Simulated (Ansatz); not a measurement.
# CH₄GaN: taking an electron away

One table from this session's results is given with a row withheld; the runs are named, their logs left out.

Program: Ansatz 0.2.0, Gaussian basis. Level of theory: unrestricted cation, the program's frozen cores in correlated methods. These are calculated values, not measurements.

Plan: UKS PBE-D4/def2-TZVPP; UKS r2SCAN-D4/def2-TZVPP; UKS PBE0-D4/def2-TZVPP; UKS B3LYP-D4/def2-TZVPP; UKS wB97X-V/def2-TZVPP; UKS wB97M-V/def2-TZVPP; UKS B2PLYP/def2-TZVPP; UHF-CCSD(T)/def2-TZVPP; UHF-MP2/def2-QZVPP; extrapolation to the limit; then −ε(HOMO) from the neutral's earlier runs with LDA (SPW92), PBE-D4, revPBE-D4, BLYP-D4, r2SCAN-D4, B97M-V, PBE0-D4, B3LYP-D4, r2SCANh-D4, r2SCAN0-D4, HSE06-D4, BHLYP-D4, CAM-B3LYP-D4, LC-ωPBE, ωB97X-V, ωB97M-V.

**The geometry**

An earlier PBE0-D4 in a triple-zeta def2 set relaxation fixed the geometry.

SMILES `C=[N][GaH2]`, 7 atoms, charge 0, spin multiplicity 1.

Atoms are counted from 1 here; the program's logs count them from 0.

Bond lengths: C1–N2 1.242 Å, C1–H4 1.101 Å, C1–H5 1.101 Å, N2–Ga3 1.803 Å, Ga3–H6 1.556 Å, Ga3–H7 1.556 Å. Angles: N2–C1–H4 123.4°, N2–C1–H5 121.6°, H4–C1–H5 115.0°, C1–N2–Ga3 162.6°, N2–Ga3–H6 115.6°, N2–Ga3–H7 115.6°, H6–Ga3–H7 128.6°.

The first run:

Input file in.yaml:

```yaml
crystal:
  periodic: [false, false, false]
  atoms:
    - {symbol: C, position_ang: [-1.119676, 0.099059, -0.980255]}
    - {symbol: N, position_ang: [-0.311270, -0.140677, -0.067931]}
    - {symbol: Ga, position_ang: [1.142305, -0.099659, 0.998458]}
    - {symbol: H, position_ang: [-0.943863, 0.853455, -1.763343]}
    - {symbol: H, position_ang: [-2.076845, -0.439331, -1.060082]}
    - {symbol: H, position_ang: [1.040568, 0.837358, 2.236487]}
    - {symbol: H, position_ang: [2.268781, -1.110195, 0.636676]}
basis:
  gaussian: {orbitals: def2-TZVPP}
total_charge: 1
magnetization: {spin_polarized: true, initial_magnetization: 1}
hamiltonian: {xc: pbe, dispersion: d4}
```

The run is started by

```
$ ansatz run in.yaml --threads 2 --pin off --events-out ev --progress --plain --max-ram 4352MiB
```

Steps of the session up to this table: Cation, UKS PBE-D4/def2-TZVPP; Cation, UKS r2SCAN-D4/def2-TZVPP; Cation, UKS PBE0-D4/def2-TZVPP; Cation, UKS B3LYP-D4/def2-TZVPP; Cation, UKS wB97X-V/def2-TZVPP; Cation, UKS wB97M-V/def2-TZVPP; Cation, UKS B2PLYP (frozen core)/def2-TZVPP; Cation, UHF-CCSD(T)/def2-TZVPP; Cation, UHF-MP2/def2-QZVPP.

One table of the session follows, with a row left open; its other results are not shown here.

It belongs to the step «Ionisation energies side by side». For comparison, −ε(HOMO) of the neutral from earlier runs:

| functional | −ε(HOMO) (eV) |
| --- | --- |
| LDA (SPW92) | 5.57 |
| PBE-D4 | 5.43 |
| revPBE-D4 | 5.36 |
| BLYP-D4 | 5.33 |
| r2SCAN-D4 | 5.61 |
| B97M-V | 5.72 |
| PBE0-D4 | 6.61 |
| B3LYP-D4 | 6.43 |
| r2SCANh-D4 | 6.06 |
| r2SCAN0-D4 | 6.75 |
| HSE06-D4 | 6.21 |
| BHLYP-D4 | 7.77 |
| CAM-B3LYP-D4 | 7.97 |
| LC-ωPBE | 9.26 |
| ωB97X-V | ? |
| ωB97M-V | 8.86 |

Q: Estimate the row for ωB97X-V from the others.

The run gave: −ε(HOMO) (eV): 8.94. In the column «−ε(HOMO) (eV)» it lies between ωB97M-V (8.86) and LC-ωPBE (9.26).
